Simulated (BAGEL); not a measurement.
# CH3GaOS (SMILES C1[O][GaH][S]1): B3LYP/6-31G(d) (density fitting with qzvpp-jkfit, spherical functions)

What is the energy change on altering one bond length of CH3GaOS at B3LYP/6-31G* (density fitting with qzvpp-jkfit, spherical functions)? 

Program for the calculation: BAGEL 1.2.2.

2 further runs of the same task are left out: 1 that didn't finish, 1 set aside as unsound or not needed.

### Step 1. The structure to begin with

CH3GaOS has 7 atoms, charge 0, and is taken as a singlet. SMILES: `C1[O][GaH][S]1`. The shape comes from GFN2-xTB, which is rough for such elements, and wasn't checked as a minimum.

Bond lengths: C1–O2 1.393 Å, O2–Ga3 1.814 Å, C1–S4 1.864 Å, Ga3–S4 2.227 Å, C1–H5 1.093 Å, C1–H6 1.092 Å, Ga3–H7 1.552 Å. Some angles: C1–O2–Ga3 98.4°, O2–C1–S4 107.8°, O2–Ga3–S4 81.1°, C1–S4–Ga3 72.7°, O2–C1–H5 111.5°, O2–C1–H6 111.4°, S4–C1–H5 108.1°, S4–C1–H6 108.2°, O2–Ga3–H7 125.2°, S4–Ga3–H7 153.7°.

### Step 2. A single-point energy at B3LYP/6-31G(d) (density fitting with qzvpp-jkfit, spherical functions)

dft.json reads:

```json
{ "bagel": [

{
  "title": "molecule",
  "basis": "6-31gs.json",
  "df_basis": "qzvpp-jkfit",
  "angstrom": true,
  "geometry": [
    { "atom": "C", "xyz": [      -0.474710,       0.871300,      -0.024820 ] },
    { "atom": "O", "xyz": [       0.359220,       0.273330,       0.917600 ] },
    { "atom": "Ga", "xyz": [       0.692760,      -1.273530,       0.030880 ] },
    { "atom": "S", "xyz": [      -0.657440,      -0.310010,      -1.454600 ] },
    { "atom": "H", "xyz": [      -0.045860,       1.801290,      -0.405900 ] },
    { "atom": "H", "xyz": [      -1.467990,       1.063240,       0.387140 ] },
    { "atom": "H", "xyz": [       1.594020,      -2.425610,       0.549700 ] }
  ]
},

{
  "title": "ks",
  "xc_func": "b3lyp",
  "charge": 0
},

{
  "title": "print",
  "file": "orbitals.molden",
  "orbitals": true
}

]}
```

The basis set 6-31G* is read from a file made from the Basis Set Exchange's data (not shown).

Launch:

```sh
$ BAGEL_NUM_THREADS=1 BAGEL dft.json > dft.out
```

The log of the run:

```text
* using 1 threads per process

  ===============================================================
  ===============================================================

  *** Geometry ***

  { "atom" : "C", "xyz" : [     -0.897072,      1.646518,     -0.046903 ] },
  { "atom" : "O", "xyz" : [      0.678827,      0.516519,      1.734013 ] },
  { "atom" : "Ga", "xyz" : [      1.309127,     -2.406623,      0.058355 ] },
  { "atom" : "S", "xyz" : [     -1.242382,     -0.585834,     -2.748796 ] },
  { "atom" : "H", "xyz" : [     -0.086663,      3.403945,     -0.767040 ] },
  { "atom" : "H", "xyz" : [     -2.774099,      2.009232,      0.731589 ] },
  { "atom" : "H", "xyz" : [      3.012261,     -4.583739,      1.038782 ] },

  Number of auxiliary basis functions:      600

  Since a DF basis is specified, we compute 2- and 3-index integrals:
    o Being stored without compression. Storage requirement is 0.034 GB

  Number of basis functions:       84
  Number of electrons      :       64

    * METHOD: MOLECULE                             0.42

  *** Kohn-Sham DFT ***

    * Removing 13199 points whose weight is below 1.00e-10
    * Grid points: 91143

  === Nuclear Repulsion ===
   344.3601384081

       - DIIS with orbital gradients will be used.

  === KS iteration (b3lyp / 6-31gs.json) ===
      0      -2359.21338306          0.14125184           0.46
      1      -2134.13529591          0.26241476           0.44
      2      -2196.64939110          0.16031621           0.44
      3      -2326.72603012          0.15655510           0.44
      4      -2428.92220934          0.12029348           0.44
      5      -2436.00439869          0.05145487           0.45
      6      -2432.25239320          0.07676018           0.45
      7      -2437.75142067          0.01755358           0.44
      8      -2437.92796043          0.00751603           0.45
      9      -2437.95237981          0.00498818           0.45
     10      -2437.96401174          0.00107625           0.44
     11      -2437.96461283          0.00078938           0.44
     12      -2437.96501911          0.00004347           0.45
     13      -2437.96501987          0.00003293           0.45
     14      -2437.96502043          0.00001271           0.44
     15      -2437.96502052          0.00000250           0.44
     16      -2437.96502052          0.00000102           0.46
     17      -2437.96502052          0.00000035           0.45
     18      -2437.96502052          0.00000011           0.44
     19      -2437.96502052          0.00000004           0.44
     20      -2437.96502052          0.00000002           0.44
     21      -2437.96502052          0.00000001           0.44
    * SCF iteration converged.

    * Permanent dipole moment:
           (   -0.232243,     0.376637,    -0.034460) a.u.

    * METHOD: KS                                  10.18

    * METHOD: PRINT                                0.01

  ===============================================================
```

Wall time 11 s (1 thread of Arm Neoverse V2, shared host); peak memory 0.42 GiB.

### Step 3. The distorted shape, same level

dft.json reads:

```json
{ "bagel": [

{
  "title": "molecule",
  "basis": "6-31gs.json",
  "df_basis": "qzvpp-jkfit",
  "angstrom": true,
  "geometry": [
    { "atom": "C", "xyz": [       0.319940,       0.717743,      -0.354399 ] },
    { "atom": "O", "xyz": [       1.153870,       0.119773,       0.588021 ] },
    { "atom": "Ga", "xyz": [       1.487410,      -1.427087,      -0.298699 ] },
    { "atom": "S", "xyz": [       0.137210,      -0.463567,      -1.784179 ] },
    { "atom": "H", "xyz": [       0.748790,       1.647733,      -0.735479 ] },
    { "atom": "H", "xyz": [      -1.467990,       1.063240,       0.387140 ] },
    { "atom": "H", "xyz": [       2.388670,      -2.579167,       0.220121 ] }
  ]
},

{ "title": "ks", "xc_func": "b3lyp" },

{ "title": "print", "file": "orbitals.molden", "orbitals": true }

]}
```

The basis set 6-31G* is read from a file made from the Basis Set Exchange's data (not shown).

Launch:

```sh
$ BAGEL_NUM_THREADS=1 BAGEL dft.json > dft.out
```

The log of the run:

```text
* using 1 threads per process

  ===============================================================
  ===============================================================

  *** Geometry ***

  { "atom" : "C", "xyz" : [      0.604599,      1.356338,     -0.669717 ] },
  { "atom" : "O", "xyz" : [      2.180498,      0.226338,      1.111199 ] },
  { "atom" : "Ga", "xyz" : [      2.810798,     -2.696804,     -0.564459 ] },
  { "atom" : "S", "xyz" : [      0.259289,     -0.876015,     -3.371610 ] },
  { "atom" : "H", "xyz" : [      1.415008,      3.113764,     -1.389854 ] },
  { "atom" : "H", "xyz" : [     -2.774099,      2.009232,      0.731589 ] },
  { "atom" : "H", "xyz" : [      4.513932,     -4.873919,      0.415968 ] },

  Number of auxiliary basis functions:      600

  Since a DF basis is specified, we compute 2- and 3-index integrals:
    o Being stored without compression. Storage requirement is 0.034 GB

  Number of basis functions:       84
  Number of electrons      :       64

    * METHOD: MOLECULE                             0.44

  *** Kohn-Sham DFT ***

    * Removing 12398 points whose weight is below 1.00e-10
    * Grid points: 91944

  === Nuclear Repulsion ===
   340.7367271071

       - DIIS with orbital gradients will be used.

  === KS iteration (b3lyp / 6-31gs.json) ===
      0      -2359.41663581          0.13863690           0.47
      1      -2136.86529230          0.25887187           0.45
      2      -2200.08340050          0.16325566           0.45
      3      -2326.45951255          0.15150281           0.46
      4      -2427.65409370          0.12564773           0.46
      5      -2435.82037649          0.06883241           0.46
      6      -2431.49055193          0.08498532           0.45
      7      -2437.59482631          0.02131392           0.45
      8      -2437.05203436          0.03204288           0.44
      9      -2437.81255663          0.00678982           0.44
     10      -2437.84783336          0.00245562           0.44
     11      -2437.84834239          0.00206376           0.44
     12      -2437.85118454          0.00027817           0.46
     13      -2437.85121609          0.00008707           0.46
     14      -2437.85122149          0.00004922           0.44
     15      -2437.85122349          0.00002028           0.44
     16      -2437.85122366          0.00000772           0.46
     17      -2437.85122370          0.00000245           0.44
     18      -2437.85122370          0.00000108           0.45
     19      -2437.85122370          0.00000056           0.45
     20      -2437.85122370          0.00000023           0.44
     21      -2437.85122370          0.00000005           0.44
     22      -2437.85122370          0.00000001           0.44
     23      -2437.85122370          0.00000001           0.45
     24      -2437.85122370          0.00000000           0.45
    * SCF iteration converged.

    * Permanent dipole moment:
           (   -0.793623,     0.731702,     0.212094) a.u.

    * METHOD: KS                                  11.60

    * METHOD: PRINT                                0.01

  ===============================================================
```

Run time: 12 s. Hardware: 1 thread of Arm Neoverse V2, shared host; peak memory 0.42 GiB.

### Step 4. Outcome

Level: B3LYP/6-31G* (density fitting with qzvpp-jkfit, spherical functions).

| quantity | value |
| --- | --- |
| first shape: total energy | -2437.96502 Eh |
| first shape: dipole moment | 1.13 D |
| first shape: HOMO energy | -6.86 eV |
| first shape: LUMO energy | -1.31 eV |
| first shape: HOMO–LUMO gap | 5.55 eV |
| distorted shape: total energy | -2437.85122 Eh |
| distorted shape: dipole moment | 2.80 D |
| distorted shape: HOMO energy | -6.50 eV |
| distorted shape: LUMO energy | -2.00 eV |
| distorted shape: HOMO–LUMO gap | 4.50 eV |
| energy change with the C1–H6 bond stretched from 1.092 to 1.966 Å | 3.097 eV |

What this shows: With the C1–H6 bond stretched from 1.092 to 1.966 Å the energy rises by 3.10 eV (299 kJ/mol). The first shape isn't relaxed at this level, so the change isn't measured from a minimum.
